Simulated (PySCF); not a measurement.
# C3H4Cl2Si: electronic excitations and core binding energies

What electronic excitations and core binding energies should C3H4Cl2Si (`C#C[SiH2]C(Cl)Cl`) show?

Computed with PySCF 2.14.0, with density-fitted response routines of our own, on a single molecule in the gas phase. Atoms count from 0, in the outputs and in this text.

**1. The molecule as given**

10 atoms, charge 0, multiplicity 1; geometry from: GFN2-xTB.

Bonds of the start (Å): C0–C1 1.20, C1–Si2 1.85, Si2–C3 1.93, C3–Cl4 1.78, C3–Cl5 1.78, C0–H6 1.05, Si2–H7 1.46, Si2–H8 1.46, C3–H9 1.09.

**2. Ultraviolet spectrum: PBE0/def2-SVPD**

Job settings and geometry (Å):

```
{"job": {"kind": "uv", "xc": "PBE0", "basis": "def2-SVPD", "nstates": 8, "ntriplets": 3}, "charge": 0, "multiplicity": 1}
C     -1.396140     1.642226     1.806496
C     -0.968072     0.657806     1.263853
Si    -0.337026    -0.857763     0.419713
C      1.152547    -0.243657    -0.645805
Cl     1.945851    -1.637129    -1.415118
Cl     0.576527     0.880986    -1.897660
H     -1.765168     2.507093     2.279196
H      0.200341    -1.816747     1.384869
H     -1.325917    -1.412106    -0.499227
H      1.925939     0.283946    -0.090082
```

With the program's defaults for keys left out, this is: TDDFT PBE0/def2-SVPD, vertical, gas phase, core orbitals frozen in the response.

The run is started by

```console
$ OMP_NUM_THREADS=1 python probes_run.py task.json out
```

The driver reads the jobs from task.json and runs them one after another.

**Question.** This job is followed by: delta-SCF UKS SCAN, pcX-2 on the ionised atom, pcseg-1 elsewhere, spin-free X2C. What will the session give for the following? lowest singlet (PBE0/def2-SVPD); brightest single state of those computed; lowest triplet; C1s binding energies, SCAN/pcX-2 (standing for 2 of 3 atoms); Si1s binding energies, SCAN/pcX-2; Si2p binding energies, SCAN/pcX-2; Cl1s binding energies, SCAN/pcX-2; Cl2p binding energies, SCAN/pcX-2.

As calculated:

| quantity | value |
| --- | --- |
| lowest singlet (PBE0/def2-SVPD) | 6.00 eV (207 nm), f = 0.001 |
| brightest single state of those computed | state 2, 6.07 eV, f = 0.042 |
| lowest triplet | 4.90 eV |
| C1s binding energies, SCAN/pcX-2 (standing for 2 of 3 atoms) | C3 293.23, C0 290.80 eV |
| Si1s binding energies, SCAN/pcX-2 | Si2 1847.46 eV |
| Si2p binding energies, SCAN/pcX-2 | Si2 107.83 eV |
| Cl1s binding energies, SCAN/pcX-2 | Cl4 2828.84 eV |
| Cl2p binding energies, SCAN/pcX-2 | Cl4 206.80 eV |

In words: The first singlet state (HOMO−1→LUMO 0.72) lies at 6.00 eV and is dark; of the 8 states computed, the strongest absorption comes from state 2 at 6.07 eV. The lowest triplet lies 1.09 eV below the lowest singlet (triplets in Tamm-Dancoff, singlets in full TDDFT). C3 (sp3 CH bonded to 2 Cl and Si) binds its C1s electron 2.43 eV more tightly than C0 (terminal alkyne carbon). Only 2 of the 3 C atoms are covered by sound results.
